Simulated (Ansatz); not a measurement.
# CsAg12 (Silver): the cost of one run

Computed with Ansatz 0.2.0 (DFT PBE+D3(BJ), scalar-relativistic, plane waves, PAW, unless a step's input says otherwise).

2 further runs of the same task are left out: 2 set aside as unsound or not needed.

### 1 The starting structure

Symmetry: P-3m1, No. 164, trigonal system. The conventional cell has a = 2.880 Å, b = 2.880 Å, c = 24.055 Å, α = 90.00°, β = 90.00°, γ = 120.00°. Ag (site symmetry 3m) is surrounded by 9 Ag at 2.88 Å. Around Ag (site symmetry 3m) lie 12 Ag at 2.87 to 2.88 Å.

Coordinates:

```
CELL_PARAMETERS angstrom
4.98885 0.00000 0.00000
-2.49442 4.32047 0.00000
0.00000 0.00000 24.05530
ATOMIC_POSITIONS crystal
Ag 0.00000 0.33333 0.35335
Ag 0.33333 0.00000 0.35335
Ag 0.66667 0.66667 0.35335
Ag 0.33333 0.33333 0.45112
Ag 0.66667 0.00000 0.45112
Ag 0.00000 0.66667 0.45112
Ag 0.66667 0.33333 0.54827
Ag 0.00000 0.00000 0.54827
Ag 0.33333 0.66667 0.54827
Ag 0.00000 0.33333 0.64640
Ag 0.33333 0.00000 0.64640
Ag 0.66667 0.66667 0.64640
```

Miller indices refer to the conventional cell of the relaxed bulk, Fm-3m (No. 225): a = 4.073 Å, b = 4.073 Å, c = 4.073 Å, α = 90.00°, β = 90.00°, γ = 90.00°.

This (111) slab, 7.1 Å thick as cut, with 17 Å of vacuum; its outer planes are Ag (top) and Ag (bottom), was relaxed beforehand with its lower half held: -91089.9350 eV, work function 4.47 eV.

### 2 Cs at the top (Ag) site

input.yaml reads:

```yaml
crystal:
  lattice:
    - [4.9888483879, 0.0, 0.0]
    - [-2.4944241939, 4.3204694395, 0.0]
    - [0.0, 0.0, 26.0552970507]
  atoms:
    - { symbol: Ag, position: [0.0, 0.3333333333, 0.3262292494] }
    - { symbol: Ag, position: [0.3333333333, 0.0, 0.3262292494] }
    - { symbol: Ag, position: [0.6666666667, 0.6666666667, 0.3262292494] }
    - { symbol: Ag, position: [0.3333333333, 0.3333333333, 0.4164898087] }
    - { symbol: Ag, position: [0.6666666667, 0.0, 0.4164898087] }
    - { symbol: Ag, position: [0.0, 0.6666666667, 0.4164898087] }
    - { symbol: Ag, position: [0.6666666667, 0.3333333333, 0.5061894398] }
    - { symbol: Ag, position: [0.0, 0.0, 0.5061894398] }
    - { symbol: Ag, position: [0.3333333333, 0.6666666667, 0.5061894398] }
    - { symbol: Ag, position: [0.0, 0.3333333333, 0.5967823519] }
    - { symbol: Ag, position: [0.3333333333, 0.0, 0.5967823519] }
    - { symbol: Ag, position: [0.6666666667, 0.6666666667, 0.5967823519] }
    - { symbol: Cs, position: [0.3333333333, 0.0, 0.7464640075] }
basis:
  ecutwfc: 420
kpoints:
  mp_grid: { grid: [6, 6, 1] }
hamiltonian:
  xc: pbe
  dispersion: d3bj
scf:
  occupations: { method: gaussian, width: 0.1 }
output:
  forces: true
  eigenvalues: true
  write_density: true
  write_potential: true
  elf: true
  volumetric_format: npy
relax:
  adjacent_minimum: "off"
  f_tol: 0.03
  max_steps: 70
  constraints: [{ sites: [0, 1, 2, 3, 4, 5] }]
efield:
  axis: 3
  dipole_correction: true
```

Launch:

```bash
> ansatz run input.yaml --threads 4 --pin off --max-ram 10240MiB --backend cpu --events-out ev --progress --plain --runs-dir out
```

**Question.** How long does this run take on 4 threads of AMD EPYC (Zen 3), shared host, and how much memory does it need?

About 4 min, with a peak of 1.9 GiB.
